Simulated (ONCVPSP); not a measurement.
**Barium: generating and testing an ONCV potential**

Task: generate the file, and judge it by its errors in other configurations, its logarithmic derivatives, its ghosts and its cutoff.

Method: ONCVPSP 4.0.1, PBE, scalar-relativistic.

## 1. Starting point

Typed settings, in words:

```json
{
 "element": "barium (Ba, Z = 56)",
 "type": "optimised norm-conserving Vanderbilt (ONCV)",
 "frozen core": "[Kr] 4d10",
 "valence charge": "10",
 "reference configuration": "5s2 5p6 5d0.5 6s1.5",
 "partial waves": "5s+6s: rc 2.85 bohr, ncon 4, nbas 8, qcut 4.1 1/bohr, 2 projectors; 5p: rc 2.20 bohr, ncon 5, nbas 8, qcut 4.4 1/bohr, 3 projectors, debl 2.7 Ha; 5d: rc 3.40 bohr, ncon 4, nbas 9, qcut 4 1/bohr, 3 projectors, debl 2.5 Ha",
 "local potential": "polynomial inside 1.65 bohr (lpopt 1, dvloc0 0 Ha)",
 "core correction": "not asked for"
}
```

An earlier all-electron run gives the scale for the radii.

All-electron outer shells of the reference configuration (PBE, scalar-relativistic, ld1.x):

```tsv
shell	level (eV)	outermost node (bohr)	outermost maximum (bohr)
4d	-88.97	0.32	0.70
5s	-32.99	0.80	1.47
5p	-18.11	0.86	1.67
6s	-2.99	1.97	4.21
5d	-1.65	1.00	2.52
6p	-1.11	2.38	5.54
```

## 2. Generation

The input, Ba.dat:

```
# ATOM AND REFERENCE CONFIGURATION
# atsym  z   nc   nv     iexc    psfile
  Ba 56.00    9    4        4      upf
#
#   n    l    f
    1    0    2.00
    2    0    2.00
    2    1    6.00
    3    0    2.00
    3    1    6.00
    3    2   10.00
    4    0    2.00
    4    1    6.00
    4    2   10.00
    5    0    2.00
    5    1    6.00
    5    2    0.50
    6    0    1.50
#
# PSEUDOPOTENTIAL AND OPTIMIZATION
# lmax
    2
#
#   l,   rc,      ep,       ncon, nbas, qcut
    0    2.85    0.00    4    8    4.10
    1    2.20    0.00    5    8    4.40
    2    3.40    0.00    4    9    4.00
#
# LOCAL POTENTIAL
# lloc, lpopt,  rc(5),   dvloc0
    4    1    1.65    0.00
#
# VANDERBILT-KLEINMAN-BYLANDER PROJECTORs
# l, nproj, debl
    0    2    1.00
    1    3    2.70
    2    3    2.50
#
# MODEL CORE CHARGE
# icmod, fcfact, rcfact
    0    0.00    0.00
#
# LOG DERIVATIVE ANALYSIS
# epsh1, epsh2, depsh
   -3.00    5.00    0.02
#
# OUTPUT GRID
# rlmax, drl
    6.00    0.01
#
# TEST CONFIGURATIONS
# ncnf
    4
# nvcnf
#   n    l    f
    4
    5    0    2.00
    5    1    6.00
    5    2    0.00
    6    0    2.00
#
    4
    5    0    2.00
    5    1    6.00
    5    2    0.00
    6    0    1.00
#
    4
    5    0    2.00
    5    1    6.00
    5    2    0.00
    6    0    0.00
#
    4
    5    0    2.00
    5    1    6.00
    5    2    1.00
    6    0    1.00
#
```

Launch:

```console
oncvpsp.x < Ba.dat > Ba.out
```

Q: Predict the outcome of this session. Wanted: cutoffs for 1 and 0.1 mHa per electron, occupied waves; bound ghosts; GHOST(+) flags; largest test error; largest phase difference near zero energy, channels read.

**Answer**, as computed:

| quantity | value |
| --- | --- |
| cutoffs for 1 and 0.1 mHa per electron, occupied waves | 15 Ha and 36 Ha |
| bound ghosts | none found |
| GHOST(+) flags | s at 52 eV, p at 325 eV |
| largest test error (AE − PS) | -1.8 meV, for 5s2 5p6 5d1 6s1 |
| largest phase difference near zero energy, channels read | 0.003 rad |

The worst unpolarised test, 5s2 5p6 5d1 6s1, is off by 1.8 meV on 0.7 eV; by total energies transferability rates as very good. The potential is soft on the atom at that tolerance: the looser tolerance needs 15 Ha. At the looser tolerance the 5p wave is the slowest; 5s needs 5 Ha. It is free of bound ghosts as far as tested. Near zero energy the phases of the channels with partial waves agree within 0.003 rad. The program also flags highly localised states, GHOST(+) (s, p). All of this concerns the isolated atom, not yet a solid.
